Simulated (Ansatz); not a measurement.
# Zr2O: a tetragonal deformation path

An exercise on one series of results from a longer session: the logs are not shown, and one member is left open.

Method: DFT PBEsol, scalar-relativistic, plane waves, PAW, in Ansatz 0.2.0.

## The structure to begin with

It takes space group Pn-3m (No. 224, cubic). Conventional cell: a = 4.800 Å, b = 4.800 Å, c = 4.800 Å, α = 90.00°, β = 90.00°, γ = 90.00°. Zr (site symmetry -3m) is surrounded by 2 O at 2.08 Å. O (site symmetry -43m) has 4 Zr at 2.08 Å as nearest neighbours.

Coordinates:

```cif
data_structure
_symmetry_space_group_name_H-M 'P 1'
_symmetry_Int_Tables_number 1
_cell_length_a 4.8003
_cell_length_b 4.8003
_cell_length_c 4.8003
_cell_angle_alpha 90.000
_cell_angle_beta 90.000
_cell_angle_gamma 90.000
_cell_volume 110.61
loop_
_atom_site_label
_atom_site_type_symbol
_atom_site_fract_x
_atom_site_fract_y
_atom_site_fract_z
_atom_site_occupancy
Zr1 Zr 0.25000 0.25000 0.75000 1
Zr2 Zr 0.75000 0.25000 0.25000 1
Zr3 Zr 0.25000 0.75000 0.25000 1
Zr4 Zr 0.75000 0.75000 0.75000 1
O1 O 0.00000 0.00000 0.00000 1
O2 O 0.50000 0.50000 0.50000 1
```

It goes back to an entry of the Materials Project, which need not be the stable form.

This cell was relaxed beforehand with the same method: volume 18.44 Å³/atom, gap on the mesh none (metal).

The first run:

input.yaml reads:

```yaml
crystal:
  lattice:
    - [4.8002881811, 0.0, 0.0]
    - [0.0, 4.8002881811, 0.0]
    - [0.0, 0.0, 4.8002881811]
  atoms:
    - { symbol: Zr, position: [0.25, 0.25, 0.75] }
    - { symbol: Zr, position: [0.75, 0.25, 0.25] }
    - { symbol: Zr, position: [0.25, 0.75, 0.25] }
    - { symbol: Zr, position: [0.75, 0.75, 0.75] }
    - { symbol: O, position: [0.0, 0.0, 0.0] }
    - { symbol: O, position: [0.5, 0.5, 0.5] }
basis:
  ecutwfc: 420
kpoints:
  mp_grid: { grid: [12, 12, 12] }
hamiltonian:
  xc: pbesol
scf:
  occupations: { method: gaussian, width: 0.15 }
output:
  forces: true
  stress: true
  eigenvalues: true
```

Started as:

```sh
$ ansatz run input.yaml --threads 1 --pin off --max-ram 2560MiB --backend cpu --events-out ev --progress --plain --runs-dir out
```

Steps of the session up to this table: The reference: the undisturbed cell on the scan's mesh; ρ = 0.707; ρ = 1.414; Point ρ = 0.850; At ρ = 1.200; ρ = 0.780; ρ = 1.300; At ρ = 0.920; Point ρ = 1.100; Point ρ = 0.650; At ρ = 1.500; Point ρ = 0.960.

One table of the session follows, with a row left open; its other results are not shown here.

It belongs to the step «The scan collected». The scan, with free energies counted from the undisturbed cell:

| ρ | ΔE (meV/atom) | pressure (GPa) |
| --- | --- | --- |
| 0.650 | 233.3 | -6.8 |
| 0.707 | 167.8 | -5.0 |
| 0.780 | 94.9 | -3.0 |
| 0.850 | 43.8 | -1.4 |
| 0.920 | 12.0 | -0.4 |
| 0.960 | 3.0 | -0.1 |
| 1.000 | 0.0 | 0.0 |
| 1.100 | 20.5 | -0.5 |
| 1.200 | 87.3 | -1.4 |
| 1.300 | ? | ? |
| 1.414 | 349.2 | -2.8 |
| 1.500 | 461.8 | -3.1 |

Estimate the missing values for ρ = 1.300.

Worked estimate for «ΔE (meV/atom)». A straight line through the neighbours (1.200, 87.3) and (1.414, 349.2) gives 87.3 + (349.2 − 87.3) × (1.300 − 1.200) / (1.414 − 1.200) = 209.7; a parabola fitted to 4 rows on both sides gives 197.1.

**Answer.** ΔE (meV/atom): 196.8; pressure (GPa): -2.1. In «ΔE (meV/atom)» the line misses by +12.9 and the parabola by +0.3.
